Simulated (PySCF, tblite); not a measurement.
**C₅H₇F₃O: geometry, infrared bands, NMR shifts, spin-spin couplings and electronic excitations**

Aim: predict the infrared bands, NMR shifts, spin-spin couplings and electronic excitations of C₅H₇F₃O (`FC(F)(F)[C@@H]1CCOC1`).

Programs: tblite 0.8.0 and PySCF 2.14.0, with density-fitted response routines of our own. Each step states its level of theory. These are calculated values for one molecule in the gas phase, unless marked as measured. Atoms are numbered from 0 throughout.

### 1 The molecule as given

16 atoms, charge 0, multiplicity 1; geometry from: force field or distance geometry start.

Bonds of the start (Å): F0–C1 1.39, C1–F2 1.39, C1–F3 1.38, C1–C4 1.48, C4–C5 1.51, C5–C6 1.53, C6–O7 1.38, O7–C8 1.40, C8–C4 1.52, C4–H9 1.11, C5–H10 1.10, C5–H11 1.09, C6–H12 1.11, C6–H13 1.10, C8–H14 1.11, C8–H15 1.09.

### 2 Relaxing the molecule with GFN2-xTB

Job settings and geometry (Å):

```
{"job": {"kind": "relax", "xc": "GFN2-xTB", "basis": "xTB"}, "charge": 0, "multiplicity": 1}
F     -2.170000    -1.650100    -0.069600
C     -1.826300    -0.322600     0.145100
F     -2.002300    -0.111500     1.504600
F     -2.680000     0.448400    -0.625400
C     -0.445500    -0.056500    -0.312500
C      0.643000    -0.883400     0.331400
C      1.823300    -0.098200    -0.250600
O      1.496800     1.232000    -0.059000
C      0.103800     1.322100     0.008400
H     -0.338800    -0.254700    -1.404200
H      0.605700    -0.684500     1.416800
H      0.633800    -1.935800     0.061400
H      1.773200    -0.285900    -1.339600
H      2.792100    -0.385300     0.183900
H     -0.143100     1.578500     1.062900
H     -0.273500     2.096700    -0.665100
```

Started as:

```console
OMP_NUM_THREADS=1 python probes_run.py task.json out
```

This one command runs all jobs of the session in turn.

**Question.** This job is followed by: GFN2-xTB harmonic vibrations, gas phase; PBE0-D3(BJ)/def2-SVP geometry optimisation, gas phase; GIAO PBE0/pcSseg-1 NMR shielding, non-relativistic, gas phase; B3LYP/pcJ-1 indirect spin-spin coupling, non-relativistic, gas phase; TDDFT B3LYP/def2-SVPD, vertical, gas phase, core orbitals frozen in the response; GIAO wB97X-D/pcSseg-1 NMR shielding, non-relativistic, gas phase. What will the session give for the following? strongest single infrared mode (GFN2-xTB); zero-point energy (GFN2-xTB); point group; rotational constants (main isotopes); 13C shifts against TMS (PBE0/pcSseg-1); 1H shifts against TMS (PBE0/pcSseg-1); 19F shifts against CFCl3 (PBE0/pcSseg-1, means over atoms taken as alike); 17O shifts against H2O (PBE0/pcSseg-1); surface potential, 1st and 99th percentile; largest coupling of the table (B3LYP/pcJ-1); lowest singlet (B3LYP/def2-SVPD); brightest single state of those computed; lowest triplet; vertical ionisation energy (ΔSCF); range of the shift of F0.

The runs gave:

```
                                                                 quantity                                         value
                                strongest single infrared mode (GFN2-xTB)                         1073 cm⁻¹, 156 km/mol
                                             zero-point energy (GFN2-xTB)                                 74.0 kcal/mol
                                                              point group                                            C1
                                     rotational constants (main isotopes)                          3.05, 1.24, 1.11 GHz
                                   13C shifts against TMS (PBE0/pcSseg-1)             133.3, 69.2, 68.8, 44.8, 30.2 ppm
                                    1H shifts against TMS (PBE0/pcSseg-1)  4.09, 3.88, 3.64, 3.37, 2.50, 1.84, 1.77 ppm
19F shifts against CFCl3 (PBE0/pcSseg-1, means over atoms taken as alike)                                     -83.8 ppm
                                   17O shifts against H2O (PBE0/pcSseg-1)                                      58.4 ppm
                                    surface potential, 1st and 99th percentile                            -1.34 V and 1.08 V
                              largest coupling of the table (B3LYP/pcJ-1)                      1J(F,C) F0–C1, -341.4 Hz
                                         lowest singlet (B3LYP/def2-SVPD)                   6.83 eV (181 nm), f = 0.005
                                 brightest single state of those computed                   state 2, 7.45 eV, f = 0.037
                                                           lowest triplet                                       6.73 eV
                                        vertical ionisation energy (ΔSCF)                                      10.07 eV
                                                 range of the shift of F0                            -83.8 to -76.9 ppm
```

Over 123 steps the energy fell by 0.553 eV; of the close pairs, C1–F2 changed most, 1.387 to 1.341 Å (GFN2-xTB). All 42 modes are real, so the xTB geometry is a minimum. The strongest single mode, at 1073 cm⁻¹, is spread over many atoms; the largest shares are those of C1. Unscaled tight-binding wavenumbers are off by several per cent, some by more. Its intensities can rank the bands wrongly. Over 12 steps the energy fell by 0.138 eV; of the close pairs, C6–H12 changed most, 1.053 to 1.099 Å (PBE0/def2-SVP). In the run at B3LYP/pcJ-1, the largest coupling of the table is F0–C1 (mean over like pairs), -341.4 Hz, of which the Fermi-contact term gives -317.4 Hz. Couplings across rotatable bonds belong to this one conformer; where others are populated, the observed values are averages. Density functionals describe couplings to fluorine poorly, F–F couplings above all, so those rows are rough. The first singlet state (HOMO→LUMO 0.97) lies at 6.83 eV and is weak; of the 10 states computed, the strongest absorption comes from state 2 at 7.45 eV. The lowest triplet lies 0.10 eV below the lowest singlet (triplets in Tamm-Dancoff, singlets in full TDDFT). ΔSCF puts the ionisation energy at 10.07 eV, 2.50 eV above −ε(HOMO). In ppm, F0 (with its like atoms) moves most: its shift spreads over 6.9 ppm, from -83.8 (PBE0/pcSseg-1) to -76.9 (wB97X-D/pcSseg-1).
